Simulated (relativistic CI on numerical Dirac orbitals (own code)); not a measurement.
# 5d ions of charge 6+: ground levels and radial parameters

Aim: one configuration for each member; how do the lowest level, the moment, the spin-orbit parameter and the size of the open shell change?

Method: Dirac-Coulomb-Breit CI, KLI orbitals optimised for each configuration, model QED (radiative potential, 1s self-energy scaled to tabulated hydrogen-like ionisation energies), valence Slater integrals scaled by 0.75. Code: relativistic CI on numerical Dirac orbitals (own code) version 3.

**1. Starting point**

```
members      : Re⁶⁺ [Xe] 4f14 5d, Os⁶⁺ [Xe] 4f14 5d2, Ir⁶⁺ [Xe] 4f14 5d3, Pt⁶⁺ [Xe] 4f14 5d4, Au⁶⁺ [Xe] 4f14 5d5, Hg⁶⁺ [Xe] 4f14 5d6
Slater scale : 0.75
```

**2. Re⁶⁺, [Xe] 4f14 5d**

Input settings:

```ini
atom Re  Z=75  charge=6  electrons=69
nucleus A=187  rms_radius_fm=5.3698
hamiltonian dirac-coulomb  breit=on  qed=on  c_scale=1
orbitals kli  potential=per-configuration
slater_scale 0.75
correlation none
mixing on
configurations
  [Xe] 4f14 5d
end
```

Launch:

```console
> python run_levels.py task.json out
```

task.json lists these runs, among others, and the program works through them in turn.

**3. Os⁶⁺, [Xe] 4f14 5d2**

Input settings:

```ini
atom Os  Z=76  charge=6  electrons=70
nucleus A=192  rms_radius_fm=5.4126
hamiltonian dirac-coulomb  breit=on  qed=on  c_scale=1
orbitals kli  potential=per-configuration
slater_scale 0.75
correlation none
mixing on
configurations
  [Xe] 4f14 5d2
end
```

**4. Ir⁶⁺, [Xe] 4f14 5d3**

Input settings:

```ini
atom Ir  Z=77  charge=6  electrons=71
nucleus A=193  rms_radius_fm=5.4032
hamiltonian dirac-coulomb  breit=on  qed=on  c_scale=1
orbitals kli  potential=per-configuration
slater_scale 0.75
correlation none
mixing on
configurations
  [Xe] 4f14 5d3
end
```

**5. Pt⁶⁺, [Xe] 4f14 5d4**

Input settings:

```ini
atom Pt  Z=78  charge=6  electrons=72
nucleus A=195  rms_radius_fm=5.4270
hamiltonian dirac-coulomb  breit=on  qed=on  c_scale=1
orbitals kli  potential=per-configuration
slater_scale 0.75
correlation none
mixing on
configurations
  [Xe] 4f14 5d4
end
```

**6. Au⁶⁺, [Xe] 4f14 5d5**

Input settings:

```ini
atom Au  Z=79  charge=6  electrons=73
nucleus A=197  rms_radius_fm=5.4371
hamiltonian dirac-coulomb  breit=on  qed=on  c_scale=1
orbitals kli  potential=per-configuration
slater_scale 0.75
correlation none
mixing on
configurations
  [Xe] 4f14 5d5
end
```

**7. Hg⁶⁺, [Xe] 4f14 5d6**

Input settings:

```ini
atom Hg  Z=80  charge=6  electrons=74
nucleus A=202  rms_radius_fm=5.4648
hamiltonian dirac-coulomb  breit=on  qed=on  c_scale=1
orbitals kli  potential=per-configuration
slater_scale 0.75
correlation none
mixing on
configurations
  [Xe] 4f14 5d6
end
```

(Steps that only read results are left out.)

What does the calculation give? Wanted: lowest levels; largest moment; ζ, first and last; <r>, first and last.

As calculated:

| quantity | value |
| --- | --- |
| lowest levels | Re⁶⁺ 2D3/2, Os⁶⁺ 3F2, Ir⁶⁺ 4F3/2, Pt⁶⁺ 5D0, Au⁶⁺ 6S5/2, Hg⁶⁺ 5D4 |
| largest moment | 6.23 μB (Hg⁶⁺) |
| ζ, first and last | 5d 4130, 5d 7420 cm⁻¹ |
| <r>, first and last | 5d 1.48, 5d 1.26 bohr |

**Reading.** From first to last member the 5d radius falls by 14 % without a break. Spin-orbit coupling grows 1.8-fold. The largest moment belongs to Hg⁶⁺. For Pt⁶⁺, Au⁶⁺, Hg⁶⁺ the LS label holds under 70 % of the lowest level: spin-orbit coupling mixes terms.
